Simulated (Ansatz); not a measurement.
**FGeHS: ionisation energy by level of theory**

An exercise on one series of results from a longer session: the logs are not shown, and one member is left open.

Program: Ansatz 0.2.0, Gaussian basis. Level of theory: unrestricted cation, the program's frozen cores in correlated methods. These are calculated values, not measurements.

The runs, in order: UKS PBE-D4/def2-TZVPP; UKS r2SCAN-D4/def2-TZVPP; UKS PBE0-D4/def2-TZVPP; UKS B3LYP-D4/def2-TZVPP; UKS wB97X-V/def2-TZVPP; UKS wB97M-V/def2-TZVPP; UKS B2PLYP/def2-TZVPP; UHF-CCSD(T)/def2-TZVPP; UHF-MP2/def2-QZVPP; extrapolation to the limit; then −ε(HOMO) from the neutral's earlier runs with LDA (SPW92), PBE-D4, revPBE-D4, BLYP-D4, r2SCAN-D4, B97M-V, PBE0-D4, B3LYP-D4, r2SCANh-D4, r2SCAN0-D4, HSE06-D4, BHLYP-D4, CAM-B3LYP-D4, LC-ωPBE, ωB97X-V, ωB97M-V.

## The geometry

All runs share one geometry, relaxed beforehand with PBE0-D4 in a triple-zeta def2 set.

SMILES `[F][Ge][SH]`, 4 atoms, charge 0, spin multiplicity 1.

Atoms are counted from 1 here; the program's logs count them from 0.

Bond lengths: F1–Ge2 1.757 Å, Ge2–S3 2.235 Å, S3–H4 1.345 Å. Angles: F1–Ge2–S3 95.2°, Ge2–S3–H4 92.2°.

Set-up of the first run:

The input, in.yaml:

```yaml
crystal:
  periodic: [false, false, false]
  atoms:
    - {symbol: F, position_ang: [-1.910853, 0.471427, 0.574614]}
    - {symbol: Ge, position_ang: [-0.304096, -0.064244, 1.041916]}
    - {symbol: S, position_ang: [0.531545, -0.027429, -1.030755]}
    - {symbol: H, position_ang: [1.739004, -0.440054, -0.605975]}
basis:
  gaussian: {orbitals: def2-TZVPP}
total_charge: 1
magnetization: {spin_polarized: true, initial_magnetization: 1}
hamiltonian: {xc: pbe, dispersion: d4}
```

Command:

```console
$ ansatz run in.yaml --threads 4 --pin off --events-out ev --progress --plain --max-ram 10444MiB
```

Among the steps run: Cation, UKS PBE-D4/def2-TZVPP; Cation, UKS r2SCAN-D4/def2-TZVPP; Cation, UKS PBE0-D4/def2-TZVPP; Cation, UKS B3LYP-D4/def2-TZVPP; Cation, UKS wB97X-V/def2-TZVPP; Cation, UKS wB97M-V/def2-TZVPP; Cation, UKS B2PLYP (frozen core)/def2-TZVPP; Cation, UHF-CCSD(T)/def2-TZVPP; Cation, UHF-MP2/def2-QZVPP.

One of the session's tables, all rows but one given; the rest of the session is left out.

It belongs to the step «Ionisation energies side by side». For comparison, −ε(HOMO) of the neutral from earlier runs:

```
  functional  −ε(HOMO) (eV)
 LDA (SPW92)           6.69
      PBE-D4           6.50
   revPBE-D4           6.44
     BLYP-D4           6.37
   r2SCAN-D4           6.80
      B97M-V           6.76
     PBE0-D4           7.62
    B3LYP-D4           7.43
  r2SCANh-D4           7.20
  r2SCAN0-D4           7.81
    HSE06-D4              ?
    BHLYP-D4           8.59
CAM-B3LYP-D4           8.87
     LC-ωPBE          10.12
     ωB97X-V           9.79
     ωB97M-V           9.66
```

Q: Estimate the row for HSE06-D4 from the others.

The run gave: −ε(HOMO) (eV): 7.22. In the column «−ε(HOMO) (eV)» it lies between r2SCANh-D4 (7.20) and B3LYP-D4 (7.43).
